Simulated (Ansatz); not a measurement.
**CH₄GeOS: a ladder of functionals and wavefunction methods**

An exercise on one series of results from a longer session: the logs are not shown, and one member is left open.

The runs use Ansatz 0.2.0, Gaussian basis; functionals in def2-TZVPP, the program's frozen cores in correlated methods.

Plan: LDA (SPW92), PBE-D4, revPBE-D4, BLYP-D4, r2SCAN-D4, B97M-V, PBE0-D4, B3LYP-D4, r2SCANh-D4, r2SCAN0-D4, HSE06-D4, BHLYP-D4, CAM-B3LYP-D4, LC-ωPBE, ωB97X-V, ωB97M-V, B2PLYP, PBE-QIDH; CCSD(T)/def2-SVP; CCSD(T)/def2-TZVPP; MP2/def2-QZVPP; extrapolation to the limit; RPA on PBE.

**Structure used throughout**

An earlier PBE0-D4 in a triple-zeta def2 set relaxation fixed the geometry.

SMILES `C[S][Ge][OH]`, 8 atoms, charge 0, spin multiplicity 1.

Atoms are counted from 1 here; the program's logs count them from 0.

Bond lengths: C1–S2 1.811 Å, C1–H5 1.091 Å, C1–H6 1.089 Å, C1–H7 1.091 Å, S2–Ge3 2.254 Å, Ge3–O4 1.787 Å, O4–H8 0.961 Å. Angles: S2–C1–H5 111.3°, S2–C1–H6 107.3°, S2–C1–H7 111.3°, H5–C1–H6 108.2°, H5–C1–H7 110.4°, H6–C1–H7 108.2°, C1–S2–Ge3 106.5°, S2–Ge3–O4 101.6°, Ge3–O4–H8 117.2°.

The first run:

The input, in.yaml:

```yaml
crystal:
  periodic: [false, false, false]
  atoms:
    - {symbol: C, position_ang: [-0.648755, 0.808213, -0.233806]}
    - {symbol: S, position_ang: [1.040551, 1.184952, 0.298548]}
    - {symbol: Ge, position_ang: [2.054568, -0.794794, 0.661104]}
    - {symbol: O, position_ang: [0.747004, -1.947272, 0.266027]}
    - {symbol: H, position_ang: [-0.653919, 0.238926, -1.164718]}
    - {symbol: H, position_ang: [-1.151795, 1.757729, -0.413732]}
    - {symbol: H, position_ang: [-1.199189, 0.273229, 0.541751]}
    - {symbol: H, position_ang: [-0.096367, -1.578084, -0.010875]}
basis:
  gaussian: {orbitals: def2-TZVPP}
hamiltonian: {xc: lda}
output: {orbitals: {seedname: orbitals}}
```

Command:

```
$ ansatz run in.yaml --threads 4 --pin off --events-out ev --progress --plain --max-ram 10444MiB
```

Among the steps run: LDA; PBE-D4 (GGA); revPBE-D4 (GGA); BLYP-D4 (GGA); r2SCAN-D4 (meta-GGA); B97M-V (meta-GGA); PBE0-D4 (hybrid); B3LYP-D4 (hybrid); r2SCANh-D4 (hybrid); r2SCAN0-D4 (hybrid); HSE06-D4 (hybrid); BHLYP-D4 (hybrid); CAM-B3LYP-D4 (range-separated); LC-ωPBE (range-separated); ωB97X-V (range-separated); ωB97M-V (range-separated); B2PLYP (double hybrid); PBE-QIDH (double hybrid).

One table of the session follows, with a row left open; its other results are not shown here.

It belongs to the step «Orbital energies across the functionals». 

```
  functional  HOMO (eV)  LUMO (eV)  gap (eV)
 LDA (SPW92)      -6.24      -2.76      3.48
      PBE-D4      -6.08      -2.54      3.54
   revPBE-D4      -6.02      -2.46      3.56
     BLYP-D4      -5.94      -2.43      3.51
   r2SCAN-D4      -6.34      -2.51      3.84
      B97M-V      -6.32      -2.41      3.92
     PBE0-D4      -7.14      -1.83      5.32
    B3LYP-D4      -6.96      -2.03      4.93
  r2SCANh-D4      -6.73      -2.23      4.50
  r2SCAN0-D4      -7.32      -1.81      5.50
    HSE06-D4      -6.75      -2.20      4.55
    BHLYP-D4      -8.09      -1.01      7.07
CAM-B3LYP-D4      -8.40      -0.82      7.58
     LC-ωPBE          ?          ?         ?
     ωB97X-V      -9.34       0.18      9.52
     ωB97M-V      -9.21       0.09      9.30
```

Estimate the missing values for LC-ωPBE.

As computed: HOMO (eV): -9.66; LUMO (eV): 0.25; gap (eV): 9.91. In the column «HOMO (eV)» it is the lowest.
